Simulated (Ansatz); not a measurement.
**C₆H₁₄S: taking an electron away**

One table from this session's results is given with a row withheld; the runs are named, their logs left out.

Program: Ansatz 0.2.0, Gaussian basis. Level of theory: unrestricted cation, the program's frozen cores in correlated methods. These are calculated values, not measurements.

Levels to be run: UKS PBE-D4/def2-TZVPP; UKS r2SCAN-D4/def2-TZVPP; UKS PBE0-D4/def2-TZVPP; UKS B3LYP-D4/def2-TZVPP; UKS wB97X-V/def2-TZVPP; UKS wB97M-V/def2-TZVPP; UKS B2PLYP/def2-TZVPP; UHF-MP2/def2-TZVPP; UHF-MP2/def2-QZVPP; then −ε(HOMO) from the neutral's earlier runs with LDA (SPW92), PBE-D4, revPBE-D4, BLYP-D4, r2SCAN-D4, B97M-V, PBE0-D4, B3LYP-D4, r2SCANh-D4, r2SCAN0-D4, HSE06-D4, BHLYP-D4, CAM-B3LYP-D4, LC-ωPBE, ωB97X-V, ωB97M-V.

1 further run of the same task is left out (it didn't finish). Runs told in other sessions of the task aren't counted.

## The relaxed structure

An earlier PBE0-D4 in a triple-zeta def2 set relaxation fixed the geometry.

SMILES `CCSC(C)(C)C`, 21 atoms, charge 0, spin multiplicity 1.

Atoms are counted from 1 here; the program's logs count them from 0.

Bond lengths: C1–C2 1.518 Å, C1–H8 1.092 Å, C1–H9 1.092 Å, C1–H10 1.093 Å, C2–S3 1.805 Å, C2–H11 1.093 Å, C2–H12 1.092 Å, S3–C4 1.833 Å, C4–C5 1.522 Å, C4–C6 1.524 Å, C4–C7 1.522 Å, C5–H13 1.092 Å, C5–H14 1.091 Å, C5–H15 1.095 Å, C6–H16 1.094 Å, C6–H17 1.092 Å, C6–H18 1.092 Å, C7–H19 1.092 Å and more. Angles: C2–C1–H8 111.1°, C2–C1–H9 111.1°, C2–C1–H10 110.3°, H8–C1–H9 108.0°, H8–C1–H10 108.1°, H9–C1–H10 108.1°, C1–C2–S3 108.7°, C1–C2–H11 110.2°, C1–C2–H12 110.2°, S3–C2–H11 109.7°, S3–C2–H12 109.7°, H11–C2–H12 108.3°, C2–S3–C4 103.9°, S3–C4–C5 111.0°, S3–C4–C6 104.0°, S3–C4–C7 111.0°, C5–C4–C6 109.9°, C5–C4–C7 110.7° and more.

Set-up of the first run:

The input, in.yaml:

```yaml
crystal:
  periodic: [false, false, false]
  atoms:
    - {symbol: C, position_ang: [1.550809, -2.063700, -1.918250]}
    - {symbol: C, position_ang: [1.157246, -0.800371, -1.175240]}
    - {symbol: S, position_ang: [-0.303605, -1.148676, -0.173311]}
    - {symbol: C, position_ang: [-0.657008, 0.445796, 0.659226]}
    - {symbol: C, position_ang: [-0.965212, 1.536010, -0.356824]}
    - {symbol: C, position_ang: [-1.893425, 0.155928, 1.501783]}
    - {symbol: C, position_ang: [0.498623, 0.859939, 1.558620]}
    - {symbol: H, position_ang: [0.744347, -2.402329, -2.572350]}
    - {symbol: H, position_ang: [1.782446, -2.872966, -1.222316]}
    - {symbol: H, position_ang: [2.434522, -1.881228, -2.534201]}
    - {symbol: H, position_ang: [1.976348, -0.471182, -0.531567]}
    - {symbol: H, position_ang: [0.935726, 0.000387, -1.884656]}
    - {symbol: H, position_ang: [-0.097153, 1.766931, -0.977683]}
    - {symbol: H, position_ang: [-1.786572, 1.238437, -1.011109]}
    - {symbol: H, position_ang: [-1.251296, 2.457383, 0.161085]}
    - {symbol: H, position_ang: [-2.187127, 1.057476, 2.047048]}
    - {symbol: H, position_ang: [-1.697603, -0.634988, 2.229343]}
    - {symbol: H, position_ang: [-2.733034, -0.153622, 0.875355]}
    - {symbol: H, position_ang: [1.402713, 1.070875, 0.983766]}
    - {symbol: H, position_ang: [0.727558, 0.077667, 2.284494]}
    - {symbol: H, position_ang: [0.237398, 1.772830, 2.103990]}
basis:
  gaussian: {orbitals: def2-TZVPP}
total_charge: 1
magnetization: {spin_polarized: true, initial_magnetization: 1}
hamiltonian: {xc: pbe, dispersion: d4}
```

Started as:

```bash
$ ansatz run in.yaml --threads 2 --pin off --events-out ev --progress --plain --max-ram 22528MiB --backend cuda --devices 0, --max-vram 18GiB
```

Steps of the session up to this table: Cation, UKS PBE-D4/def2-TZVPP; Cation, UKS r2SCAN-D4/def2-TZVPP; Cation, UKS PBE0-D4/def2-TZVPP; Cation, UKS B3LYP-D4/def2-TZVPP; Cation, UKS wB97X-V/def2-TZVPP; Cation, UKS wB97M-V/def2-TZVPP; Cation, UKS B2PLYP (frozen core)/def2-TZVPP; Cation, UHF-MP2/def2-TZVPP; Cation, UHF-MP2/def2-QZVPP.

One table of the session follows, with a row left open; its other results are not shown here.

It belongs to the step «Ionisation energies side by side». For comparison, −ε(HOMO) of the neutral from earlier runs:

```
  functional  −ε(HOMO) (eV)
 LDA (SPW92)           5.06
      PBE-D4           4.94
   revPBE-D4              ?
     BLYP-D4           4.81
   r2SCAN-D4           5.17
      B97M-V           5.31
     PBE0-D4           6.15
    B3LYP-D4           5.93
  r2SCANh-D4           5.62
  r2SCAN0-D4           6.30
    HSE06-D4           5.75
    BHLYP-D4           7.25
CAM-B3LYP-D4           7.50
     LC-ωPBE           8.88
     ωB97X-V           8.55
     ωB97M-V           8.40
```

Q: Estimate the row for revPBE-D4 from the others.

As computed: −ε(HOMO) (eV): 4.89. In the column «−ε(HOMO) (eV)» it lies between BLYP-D4 (4.81) and PBE-D4 (4.94).
